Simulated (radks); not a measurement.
# Sm with its nuclear charge varied continuously

An exercise on one series of results from a longer session: the logs are not shown, and one member is left open.

Program: radks (a radial shooting solver on a logarithmic mesh, Libxc functionals) version 1. Level of theory: scalar-relativistic Kohn-Sham, BLYP, spin-polarised, spherical densities, finite nucleus; open shells are filled with parallel spins first. These are calculated values, not measurements, unless marked.

**The system**

```
element            : samarium (Z = 62)
charge             : 0
electrons          : 62
configuration      : [Xe] 4f6 6s2
nuclear rms radius : 5.0819 fm
```

Outer shells as boxes (Hund's rule):

Sm
```
[Xe] core
4f [↑ ][↑ ][↑ ][↑ ][↑ ][↑ ][  ]
6s [↑↓]
```

Set-up of the first run:

The run's settings:

```text
Z 62
configuration [Xe] 4f6 6s2
relativity scalar-relativistic
functional b88,lyp
spin polarised
nucleus finite rms 5.0819 fm
c 137.035999084
```

Among the steps run: Z = 62.

One table of the session follows, with a row left open; its other results are not shown here.

It belongs to the step «Z = 62». Radial moments (bohr):

```
  level     <r>  outermost maximum (interpolated)  90 % within  nodes
4d down  0.6717                             0.587         1.01      1
  5s up       ?                                 ?            ?      ?
5s down   1.424                              1.27         2.06      4
  5p up   1.652                              1.43         2.43      3
5p down   1.691                              1.45         2.50      3
  6s up   4.262                              3.58         6.33      5
  4f up  0.9956                             0.613         1.75      0
6s down   4.387                              3.69         6.52      5
```

Q: Estimate the row for 5s up from the others.

The run gave: <r>: 1.403; outermost maximum (interpolated): 1.26; 90 % within: 2.02; nodes: 4. In the column «<r>» it lies between 4f up (0.9956) and 5s down (1.424).

Limits of these values: At Z = 62 the central difference of E is -411.619 hartree, against -409.431 from the Hellmann-Feynman theorem; the scalar-relativistic energy here is not variational, so the two differ by a part that grows with Z.
